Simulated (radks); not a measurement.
**Ionising iridium step by step, Ir⁴⁰⁺ to Ir⁵⁹⁺**

The task here is to estimate one member of a computed series from the others.

The numbers are computed with radks (a radial shooting solver on a logarithmic mesh, Libxc functionals) version 1 (scalar-relativistic Kohn-Sham, PBEsol, spin-polarised, spherical densities, finite nucleus; open shells are filled with parallel spins first), except any that are marked as measured or tabulated.

### The atom as given

* element: iridium (Z = 77)
* charges: 40 to 59
* first configuration: [Kr] 4d1
* last configuration: [Ar]

Outer shells as boxes (Hund's rule):

Ir⁴⁰⁺
```
[Kr] core
4d [↑ ][  ][  ][  ][  ]
```

Ir⁵⁹⁺
```
[Ne] core
3s [↑↓]
3p [↑↓][↑↓][↑↓]
```

The first run:

Settings of this run:

```text
Z 77
configuration [Kr] 4d1
relativity scalar-relativistic
functional pbe_sol,pbe_sol
spin polarised
nucleus finite rms 5.4032 fm
c 137.035999084
```

Among the steps run: Ir⁴⁰⁺, [Kr] 4d1.

One of the session's tables, all rows but one given; the rest of the session is left out.

It belongs to the step «Ir⁴⁰⁺, [Kr] 4d1». From the orbitals of this run (lengths in bohr):

| level | <r> | outermost maximum (interpolated) | 90 % within | nodes |
| --- | --- | --- | --- | --- |
| 3d up | 0.1702 | 0.141 | 0.263 | 0 |
| 3d down | ? | ? | ? | ? |
| 4s up | 0.3825 | 0.375 | 0.541 | 3 |
| 4s down | 0.3825 | 0.375 | 0.541 | 3 |
| 4p up | 0.3944 | 0.387 | 0.562 | 2 |
| 4p down | 0.3945 | 0.387 | 0.562 | 2 |
| 4d up | 0.3924 | 0.381 | 0.570 | 1 |
| 4d down | 0.3925 | 0.381 | 0.571 | 1 |

Q: Estimate the row for 3d down from the others.

**Answer.** <r>: 0.1701; outermost maximum (interpolated): 0.141; 90 % within: 0.263; nodes: 0. In the column «<r>» it is the lowest.

Caveats from the session: Open shells are spherical and high-spin; term and fine-structure splittings are not resolved.
